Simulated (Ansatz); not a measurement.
Predict the output of the script below (Ansatz 0.2.0, Python API).

Script `ch7albfsi_methods.py`:
```python
"""CH7AlBFSi at several levels of theory."""

from pathlib import Path

import ansatz as az
import numpy as np

BASIS_SET = "def2-SVP"


def main() -> None:
    geometry_ang = [
        ("F", [0.7589, 0.8487, 1.7014]),
        ("C", [-0.3499, 0.121, 1.2405]),
        ("Al", [0.1809, -1.7874, 1.1075]),
        ("B", [-0.7725, 0.6723, -0.1738]),
        ("Si", [0.3922, 0.9406, -1.6635]),
        ("H", [-1.18, 0.2064, 1.9691]),
        ("H", [1.4257, -2.2043, 0.1402]),
        ("H", [-0.5117, -2.8823, 1.9706]),
        ("H", [-1.9795, 0.9654, -0.272]),
        ("H", [0.3829, 2.3701, -1.9996]),
        ("H", [-0.0349, 0.1289, -2.7729]),
        ("H", [1.7649, 0.5654, -1.2135]),
    ]
    ch7albfsi = az.Crystal.molecule()
    for symbol, xyz in geometry_ang:
        ch7albfsi = ch7albfsi.atom(symbol, xyz)

    calc = ch7albfsi.calculation().basis(gaussian=BASIS_SET)

    print("functional    E (Ha)        dipole (D)   HOMO (eV)  LUMO (eV)")
    for name in ["b3lyp", "revpbe", "hse06", "cam_b3lyp", "r2scan"]:
        summary = calc.functional(name).forces().orbitals().run(runs_dir="runs").report
        lines = Path(summary["orbitals_path"]).read_text().splitlines()
        field_of = lambda key: [line.split("=")[1].strip() for line in lines if line.startswith(key)]
        orbitals = [(27.211386 * float(e), s, float(n)) for e, s, n in zip(field_of("Ene="), field_of("Spin="), field_of("Occup="))]
        homo = max(e for e, _, n in orbitals if n > 0.5)
        lumo = min(e for e, _, n in orbitals if n < 0.5)
        dipole = 4.803205 * np.linalg.norm(summary["charge_distribution"]["dipole_moment_e_ang"])
        print(f"{name:10s} {summary['free_energy_ev'] / 27.211386246:14.6f} {dipole:9.3f} {homo:11.3f} {lumo:10.3f}")


if __name__ == "__main__":
    main()
```

```console
$ python ch7albfsi_methods.py
functional    E (Ha)        dipole (D)   HOMO (eV)  LUMO (eV)
b3lyp         -698.601260     1.671      -7.346     -2.971
revpbe        -698.378385     1.541      -6.180     -3.534
hse06         -698.105100     1.710      -7.197     -3.206
cam_b3lyp     -698.487481     1.740      -8.918     -1.731
r2scan        -698.404616     1.658      -6.527     -3.468
```

Caveats:
- Total energies depend on the basis set; only differences at equal settings carry meaning.
- The geometry is a force-field or estimated start, not a minimum of this method, and the basis set is short of its limit. A lower total doesn't mark the better method: functionals have no common bound, and MP2 and coupled cluster aren't variational.
- b3lyp holds the VWN-RPA fit, as in Gaussian; the form of ORCA and Turbomole is b3lyp5.
- Levels such as HOMO and LUMO are orbital energies: with these approximate functionals they aren't the ionisation energy and electron affinity, and their gap isn't the fundamental gap.
- hse06 follows the composition of plane-wave codes, whose totals differ by tens of mHa, up to about 0.1 Ha, from the form usual in Gaussian-basis programs (wpbeh).
- Run time: 29 s on 1 thread of Arm Neoverse V2, with other jobs on the host, peak memory 0.35 GiB.

(Lines on the test bed's own set-up are left out of the output.)
